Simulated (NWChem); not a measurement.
# C2H6BBrO (SMILES COB(C)Br): levels of theory compared

Aim: a comparison of 4 runs (HF/STO-3G, HF/3-21G, B3LYP/6-31G*) of C2H6BBrO. 

The results are computed with NWChem 7.3.0.

## 1. The system as given

The species is C2H6BBrO (11 atoms), meant as a singlet with charge 0. SMILES: `COB(C)Br`. Geometry: relaxed at PBE0-D4/def2-TZVP. This is one conformer, not always the lowest.

Bond lengths: C1–O2 1.413 Å, O2–B3 1.336 Å, B3–C4 1.558 Å, B3–Br5 1.959 Å, C1–H6 1.091 Å, C1–H7 1.091 Å, C1–H8 1.091 Å, C4–H9 1.091 Å, C4–H10 1.094 Å, C4–H11 1.094 Å. Some angles: C1–O2–B3 127.9°, O2–B3–C4 121.0°, O2–B3–Br5 120.7°, C4–B3–Br5 118.3°, O2–C1–H6 108.2°, O2–C1–H7 111.7°, O2–C1–H8 108.5°, B3–C4–H9 111.8°, B3–C4–H10 110.6°, B3–C4–H11 110.4°.

## 2. Energy and gradient at HF/STO-3G (run 1)

m1.nw

```
start m1
memory stack 880 mb heap 220 mb global 1100 mb
charge 0

geometry noautosym nocenter noautoz
  C       -1.617200       0.834200       0.726000
  O       -0.461300       0.025100       0.641500
  B        0.386500      -0.088500      -0.384200
  C        1.615700      -1.042100      -0.306600
  Br       0.111900       0.940500      -2.028800
  H       -1.537100       1.448700       1.623700
  H       -1.726100       1.473700      -0.151000
  H       -2.489300       0.184600       0.816700
  H        1.679300      -1.543000       0.660800
  H        2.543300      -0.490600      -0.483700
  H        1.559700      -1.800000      -1.093700
end

basis spherical bse
  C library STO-3G
  O library STO-3G
  B library STO-3G
  Br library STO-3G
  H library STO-3G
end

scf
  thresh 1e-08
  maxiter 80
  noprint "final vectors analysis"
end

task scf gradient
```

Run with:

```console
$ nwchem m1.nw > m1.out
```

Log:

```text
[...]
  functions       =    44
[...]
  wavefunction    = RHF
[...]
         Total SCF energy =  -2721.302816099097
      One-electron energy =  -4418.624384711587
      Two-electron energy =   1388.695443398271
 Nuclear repulsion energy =    308.626125214220
        Time for solution =      3.4s
[...]
                         RHF ENERGY GRADIENTS
    atom               coordinates                        gradient
                 x          y          z           x          y          z
   1 C      -3.056065   1.576409   1.371941    0.002479  -0.003619   0.003695
   2 O      -0.871731   0.047432   1.212259   -0.024403   0.015556   0.004748
   3 B       0.730379  -0.167241  -0.726033    0.026861  -0.025578   0.011355
   4 C       3.053230  -1.969283  -0.579390   -0.015582   0.012442  -0.000302
   5 Br      0.211460   1.777287  -3.833876   -0.002543   0.009058  -0.014417
   6 H      -2.904698   2.737646   3.068348    0.002009  -0.002792  -0.001623
   7 H      -3.261856   2.784889  -0.285349    0.002382  -0.002096   0.000553
   8 H      -4.704095   0.348843   1.543339    0.003718  -0.000486  -0.000170
   9 H       3.173417  -2.915847   1.248731   -0.001329  -0.002186   0.006522
  10 H       4.806140  -0.927100  -0.914060    0.005926   0.003473  -0.003509
  11 H       2.947406  -3.401507  -2.066793    0.000483  -0.003772  -0.006851
[...]
```

Wall time 5.4 s (1 thread of Intel Xeon 6975P-C (Granite Rapids), shared host); peak memory 0.099 GiB.

## 3. Energy and gradient at HF/3-21G (run 2)

run.py

```python
from ase import Atoms
from ase.calculators.nwchem import NWChem

mol = Atoms(['C', 'O', 'B', 'C', 'Br', 'H', 'H', 'H', 'H', 'H', 'H'], positions=[
    [-1.617200, 0.834200, 0.726000],
    [-0.461300, 0.025100, 0.641500],
    [0.386500, -0.088500, -0.384200],
    [1.615700, -1.042100, -0.306600],
    [0.111900, 0.940500, -2.028800],
    [-1.537100, 1.448700, 1.623700],
    [-1.726100, 1.473700, -0.151000],
    [-2.489300, 0.184600, 0.816700],
    [1.679300, -1.543000, 0.660800],
    [2.543300, -0.490600, -0.483700],
    [1.559700, -1.800000, -1.093700],
])

calc = NWChem(
    label='mol',
    theory='scf',
    memory='2200 mb',
    basis='3-21G',
    basispar='spherical bse',
    scf={'nopen': '0', 'rhf': None, 'thresh': '1e-08', 'maxiter': '80'},
)
mol.calc = calc

forces = mol.get_forces()
e = mol.get_potential_energy()
print(f"E = {e:.6f} eV")
print("forces (eV/A):")
for s, f in zip(mol.symbols, forces):
    print(f"{s:2s} {f[0]:10.5f} {f[1]:10.5f} {f[2]:10.5f}")
print("dipole (e A):", mol.get_dipole_moment().round(4))
```

Run with:

```console
$ export ASE_NWCHEM_COMMAND="nwchem PREFIX.nwi > PREFIX.nwo"
$ python run.py
```

Log:

```text
E = -74502.970069 eV
forces (eV/A):
C    -1.46584    0.83664    0.49807
O     0.12418   -0.21057    0.26549
B     0.98211   -0.79678    0.13282
C     0.32720   -0.19633   -0.10716
Br   -0.07770    0.46696   -0.82023
H    -0.05235   -0.20127   -0.34216
H    -0.00067   -0.25732    0.41498
H     0.29187    0.26153   -0.04854
H    -0.03903    0.14300   -0.23952
H    -0.12876   -0.13467    0.07312
H     0.03893    0.08875    0.17319
dipole (e A): [-0.2237  0.0143  0.2962]
```

The calculator wrote mol.nwi:

```
title "mol"

permanent_dir mol

scratch_dir mol

start mol

geometry units angstrom nocenter noautosym noautoz
  C  -1.6172000000000000e+00 8.3420000000000005e-01 7.2599999999999998e-01
  O  -4.6129999999999999e-01 2.5100000000000001e-02 6.4149999999999996e-01
  B  3.8650000000000001e-01 -8.8499999999999995e-02 -3.8419999999999999e-01
  C  1.6156999999999999e+00 -1.0421000000000000e+00 -3.0659999999999998e-01
  Br 1.1190000000000000e-01 9.4050000000000000e-01 -2.0287999999999999e+00
  H  -1.5370999999999999e+00 1.4487000000000001e+00 1.6236999999999999e+00
  H  -1.7261000000000000e+00 1.4737000000000000e+00 -1.5100000000000000e-01
  H  -2.4893000000000001e+00 1.8459999999999999e-01 8.1669999999999998e-01
  H  1.6793000000000000e+00 -1.5429999999999999e+00 6.6080000000000005e-01
  H  2.5432999999999999e+00 -4.9059999999999998e-01 -4.8370000000000002e-01
  H  1.5597000000000001e+00 -1.8000000000000000e+00 -1.0936999999999999e+00
end

memory 2200 mb

basis spherical bse noprint
   * library 3-21G
end

scf
  nopen 0
  rhf
  thresh 1e-08
  maxiter 80
end

task scf gradient
```

mol.nwo:

```text
Northwest Computational Chemistry Package (NWChem) 7.3.0
             --------------------------------------------------------

           Job information
           ---------------

    nwchem branch   = 7.3.0
    use scalapack   = T
    input           = mol.nwi
    prefix          = mol.
    data base       = mol/mol.db
    status          = startup
    nproc           =        1

           Memory information
           ------------------

[... 5 lines left out ...]
    hardfail = no
[... 141 lines left out ...]
         Quadratically convergent ROHF
[... 15 lines left out ...]
       Final RHF  results
[... 4 lines left out ...]
      Two-electron energy =   1380.063084499970
[... 52 lines left out ...]
                       ROHF Final Molecular Orbital Analysis
[... 261 lines left out ...]
                 ----------------------------------------
                 |  Time  |  1-e(secs)   |  2-e(secs)   |
                 ----------------------------------------
                 |  CPU   |       0.00   |       1.72   |
                 ----------------------------------------
                 |  WALL  |       0.00   |       1.72   |
                 ----------------------------------------

 Task  times  cpu:        6.0s     wall:        6.0s
 Total times  cpu:        6.0s     wall:        6.0s
```

Wall time 7.2 s (1 thread of Intel Xeon 6975P-C (Granite Rapids), shared host); peak memory 0.099 GiB.

Run 3 isn't shown in full; the table further down has it.

## 4. Energy and gradient at B3LYP/6-31G(d) (Cartesian functions) (run 4)

sp.nw

```
start sp
title "C2H6BBrO gradient"
memory total 2200 mb
charge 0

geometry units angstrom noautosym nocenter noautoz
  C       -1.617200       0.834200       0.726000
  O       -0.461300       0.025100       0.641500
  B        0.386500      -0.088500      -0.384200
  C        1.615700      -1.042100      -0.306600
  Br       0.111900       0.940500      -2.028800
  H       -1.537100       1.448700       1.623700
  H       -1.726100       1.473700      -0.151000
  H       -2.489300       0.184600       0.816700
  H        1.679300      -1.543000       0.660800
  H        2.543300      -0.490600      -0.483700
  H        1.559700      -1.800000      -1.093700
end

basis
  C library 6-31G*
  O library 6-31G*
  B library 6-31G*
  Br library 6-31G*
  H library 6-31G*
end

dft
  xc b3lyp
  mult 1
  grid fine
  convergence energy 1e-08
  iterations 100
  mulliken
end

task dft gradient
```

Run with:

```console
$ nwchem sp.nw > sp.out
```

Log:

```text
[...]
          Wavefunction type:  closed shell.
          No. of atoms     :    11
          No. of electrons :    66
[...]
          Charge           :     0
          Spin multiplicity:     1
[...]
          AO basis - number of functions:   107
[...]
              XC Information
              --------------
                         B3LYP Method XC Potential
                     Hartree-Fock (Exact) Exchange  0.200
                        Slater Exchange Functional  0.800 local
                    Becke 1988 Exchange Functional  0.720 non-local
              Lee-Yang-Parr Correlation Functional  0.810
                  VWN I RPA Correlation Functional  0.190 local
[...]
 d= 0,ls=0.0,diis     1  -2753.7957087844 -3.06D+03  9.87D-03  1.88D+00     3.2
[...]
 d= 0,ls=0.0,diis    10  -2753.8772483284 -4.92D-09  4.09D-07  4.25D-09    25.3
         Total DFT energy =    -2753.877248328362
      One electron energy =    -4439.466491156913
           Coulomb energy =     1494.078776650565
    Exchange-Corr. energy =     -117.115659036235
 Nuclear repulsion energy =      308.626125214220
[...]
  wavefunction    = closed shell
[...]
```

Wall time 36 s (1 thread of Intel Xeon 6975P-C (Granite Rapids), shared host); peak memory 0.12 GiB.

## 5. Overview of the runs

```
run                               level  iteration cap  module   energy (Eh)  dipole moment (D)  largest force (eV/Å)  wall time
  1                           HF/STO-3G             80     scf  -2721.302816               1.82                 1.995      5.4 s
  2                            HF/3-21G             80     scf  -2737.933672               1.78                 1.760      7.2 s
  3  B3LYP/6-31G* (spherical functions)            100     dft  -2753.865989               1.72                 0.438       35 s
  4  B3LYP/6-31G* (Cartesian functions)            100     dft  -2753.877248               1.72                 0.455       36 s
```

## 6. Outcome

| quantity | value |
| --- | --- |
| run 4: total energy | -2753.87725 Eh |
| run 4: dipole moment | 1.72 D |
| run 4: HOMO energy | -7.65 eV |
| run 4: LUMO energy | 0.19 eV |
| run 4: HOMO–LUMO gap | 7.85 eV |
| run 4: largest force on an atom | 0.455 eV/Å |

**Reading.** The dipole moment (its size) runs from 1.72 D (B3LYP/6-31G*) to 1.82 D (HF/STO-3G). The two ends differ in method and basis. Over runs 2, 3, 4 the HOMO–LUMO gap runs from 7.85 eV (B3LYP/6-31G*) to 15.11 eV (HF/3-21G). In run 1 the basis is minimal, so the values are rough. All runs together took 84 s, the longest 36 s.
